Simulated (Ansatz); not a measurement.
**TeHS radical (SMILES S[Te]): single points off equilibrium**

One table from this session's results is given with a row withheld; the runs are named, their logs left out.

The runs use Ansatz 0.2.0, Gaussian basis; single points in def2-TZVPP.

Cores are frozen in the correlated methods. Filled d shells of the heavier atoms are correlated. Core potentials replace the inner electrons past krypton, and spin-orbit coupling is left out. Orbitals are unrestricted.

1 further run of the same task is left out (it didn't finish).

### Starting geometry

3 atoms, charge 0, spin multiplicity 2.

Atoms are counted from 1 here; the program's logs count them from 0.

Bond lengths: S1–Te2 2.375 Å, S1–H3 1.328 Å. Angles: Te2–S1–H3 94.1°.

Geometry (Å):

```
atom     x (Å)     y (Å)     z (Å)
  S1  -0.59891   0.54009  -0.26605
 Te2   1.47780   0.18411   0.82930
  H3  -0.79418  -0.74831  -0.51967
```

Set-up of the first run:

run/in.yaml

```yaml
crystal:
  periodic: [false, false, false]
  atoms:
    - {symbol: S, position_ang: [-0.598913, 0.540085, -0.266046]}
    - {symbol: Te, position_ang: [1.477803, 0.184106, 0.829297]}
    - {symbol: H, position_ang: [-0.794184, -0.748313, -0.519669]}
basis:
  gaussian: {orbitals: def2-TZVPP}
magnetization: {spin_polarized: true, initial_magnetization: 1}
hamiltonian: {xc: pbe, dispersion: d4}
output: {forces: true}
```

The run is started by

```sh
$ ansatz run in.yaml --threads 2 --pin off --events-out ev --progress --plain --max-ram 3481MiB
```

Among the steps run: PBE-D4/def2-TZVPP; r2SCAN-D4/def2-TZVPP; PBE0-D4/def2-TZVPP; wB97M-V/def2-TZVPP; CCSD(T)/def2-TZVPP.

One table of the session follows, with a row left open; its other results are not shown here.

```
   method  RMS force component (eV/Å)  angle to CCSD(T) forces (°)  dipole (D)
   PBE-D4                           ?                            ?           ?
r2SCAN-D4                       0.291                          4.4        0.91
  PBE0-D4                       0.329                         10.1        0.89
  wB97M-V                       0.297                         15.9        0.86
  CCSD(T)                       0.211                    reference        0.85
```

**Question.** Estimate the row for PBE-D4.

As computed: RMS force component (eV/Å): 0.348; angle to CCSD(T) forces (°): 29.5; dipole (D): 0.90. In the column «RMS force component (eV/Å)» it is the highest.
